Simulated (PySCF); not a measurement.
# C5H5FP2: the cost of one run

Computed with PySCF 2.14.0 and routines of our own; the level stands in each step. Atoms count from 0.

## 1. The system as given

13 atoms, charge 0, multiplicity 1; geometry from: GFN2-xTB.

## 2. Magnetic properties: GIAO KT3/pcSseg-1

What the job is given:

```
{"job": {"kind": "mag", "xc": "KT3", "basis": "pcSseg-1", "isotopologues": 2}, "charge": 0, "multiplicity": 1}
C     -1.961603    -0.077913     0.090819
C     -0.462435    -0.056019     0.007375
C      0.227920    -1.235259    -0.213284
P      1.936149    -1.501434    -0.341770
C      2.595820     0.080553    -0.128511
P      1.851739     1.612943     0.152043
C      0.170291     1.169321     0.171392
F     -0.648948     2.236287     0.388872
H     -2.277668     0.147330     1.109417
H     -2.354740    -1.050369    -0.193000
H     -2.388332     0.684663    -0.558888
H     -0.372209    -2.131706    -0.322526
H      3.679628     0.122089    -0.179665
```

With the program's defaults for keys left out, this is: GIAO KT3/pcSseg-1 magnetisability, rotational g tensor and spin-rotation constants, non-relativistic, gas phase.

Launch:

```sh
$ OMP_NUM_THREADS=1 python excited_run.py task.json out
```

The driver reads the jobs from task.json and runs them one after another.

Q: Estimate the wall time and peak memory of this first job on 1 thread of Arm Neoverse N1, shared host.

About 61 s, with a peak of 0.62 GiB.
